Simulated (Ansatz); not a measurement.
# CH₃F₂NSi: a ladder of functionals and wavefunction methods

How much do the methods differ for CH₃F₂NSi? The plan is to run it at one geometry with functionals of several rungs and with coupled cluster. The yardstick is the atomisation energy at the CCSD(T) limit.

Program: Ansatz 0.2.0, Gaussian basis. Level of theory: functionals in def2-TZVPP, the program's frozen cores in correlated methods. These are calculated values, not measurements.

The runs, in order: LDA (SPW92), PBE-D4, revPBE-D4, BLYP-D4, r2SCAN-D4, B97M-V, PBE0-D4, B3LYP-D4, r2SCANh-D4, r2SCAN0-D4, HSE06-D4, BHLYP-D4, CAM-B3LYP-D4, LC-ωPBE, ωB97X-V, ωB97M-V, B2PLYP, PBE-QIDH; CCSD(T)/def2-SVP; CCSD(T)/def2-TZVPP; MP2/def2-QZVPP; extrapolation to the limit; RPA on PBE.

### Step 1. The geometry

An earlier PBE0-D4 in a triple-zeta def2 set relaxation fixed the geometry.

8 atoms, charge 0, spin multiplicity 1.

Atoms are counted from 1 here; the program's logs count them from 0.

Bond lengths: F1–C2 1.333 Å, C2–N3 1.234 Å, C2–H6 1.093 Å, N3–Si4 1.711 Å, Si4–F5 1.602 Å, Si4–H7 1.477 Å, Si4–H8 1.477 Å. Angles: F1–C2–N3 121.2°, F1–C2–H6 109.4°, N3–C2–H6 129.3°, C2–N3–Si4 130.5°, N3–Si4–F5 112.0°, N3–Si4–H7 108.2°, N3–Si4–H8 108.2°, F5–Si4–H7 107.7°, F5–Si4–H8 107.7°, H7–Si4–H8 113.0°.

### Step 2. LDA

This LDA is Slater exchange with PW92 correlation.

The input, in.yaml:

```yaml
crystal:
  periodic: [false, false, false]
  atoms:
    - {symbol: F, position_ang: [-1.700075, 1.744921, 1.206717]}
    - {symbol: C, position_ang: [-0.966059, 0.686813, 0.861118]}
    - {symbol: N, position_ang: [-0.219997, 0.719036, -0.121757]}
    - {symbol: Si, position_ang: [0.812078, -0.480088, -0.772199]}
    - {symbol: F, position_ang: [0.759608, -1.840633, 0.071837]}
    - {symbol: H, position_ang: [-1.150336, -0.129133, 1.564570]}
    - {symbol: H, position_ang: [2.198070, 0.026703, -0.721862]}
    - {symbol: H, position_ang: [0.358911, -0.784719, -2.144125]}
basis:
  gaussian: {orbitals: def2-TZVPP}
hamiltonian: {xc: lda}
output: {orbitals: {seedname: orbitals}}
```

On the command line:

```console
ansatz run in.yaml --threads 2 --pin off --events-out ev --progress --plain --max-ram 4352MiB
```

The runs that follow: PBE-D4 (GGA); revPBE-D4 (GGA); BLYP-D4 (GGA); r2SCAN-D4 (meta-GGA); B97M-V (meta-GGA); PBE0-D4 (hybrid); B3LYP-D4 (hybrid); r2SCANh-D4 (hybrid); r2SCAN0-D4 (hybrid); HSE06-D4 (hybrid); BHLYP-D4 (hybrid); CAM-B3LYP-D4 (range-separated); LC-ωPBE (range-separated); ωB97X-V (range-separated); ωB97M-V (range-separated); B2PLYP (double hybrid); PBE-QIDH (double hybrid); CCSD(T) in def2-SVP; CCSD(T) in def2-TZVPP; MP2 in def2-QZVPP; RPA on PBE orbitals.

Q: Predict the results of all the runs planned. Wanted: atomisation energy, CCSD(T)/CBS; farthest beyond LDA; mean size of error, GGA; mean size of error, meta-GGA; mean size of error, hybrid; mean size of error, range-separated; mean size of error, double hybrid; gap, smallest and largest; T1 diagnostic.

**Answer**, as computed:

| quantity | value |
| --- | --- |
| atomisation energy, CCSD(T)/CBS | 3104.7 kJ/mol |
| functionals within 15.5 kJ/mol (0.5 %) | revPBE-D4, r2SCAN-D4, B97M-V, PBE0-D4, B3LYP-D4, HSE06-D4, LC-ωPBE, ωB97M-V |
| farthest beyond LDA | BHLYP-D4 (-129.2 kJ/mol) |
| mean size of error, GGA | 41.7 kJ/mol |
| mean size of error, meta-GGA | 1.7 kJ/mol |
| mean size of error, hybrid | 44.8 kJ/mol |
| mean size of error, range-separated | 14.9 kJ/mol |
| mean size of error, double hybrid | 33.5 kJ/mol |
| gap, smallest and largest | 5.12 eV (LDA (SPW92)), 13.07 eV (LC-ωPBE) |
| T1 diagnostic | 0.0135 |
| triples share of the correlation energy | 3.5 % |

The LDA atomisation energy is off by 508.2 kJ/mol (16 %): it overbinds. PBE-D4 misses by +84.3 kJ/mol. Double hybrids carry the basis error of their MP2 part in triple zeta, and no dispersion term here, so their miss is partly the set-up's. The rungs meta-GGA, range-separated miss on average by less than the doubt on the reference (15.5 kJ/mol), so they tie. Misses under about 15.5 kJ/mol are within the doubt on the reference itself, which lacks core-valence correlation, relativity and higher excitations. Hartree-Fock recovers 70 % of the binding; the rest is correlation. CCSD(T) in def2-SVP is off by -231.7 kJ/mol, which most functionals beat. The gap grows from 5.1 to 13.1 eV across the functionals, mostly with the share of exact exchange.
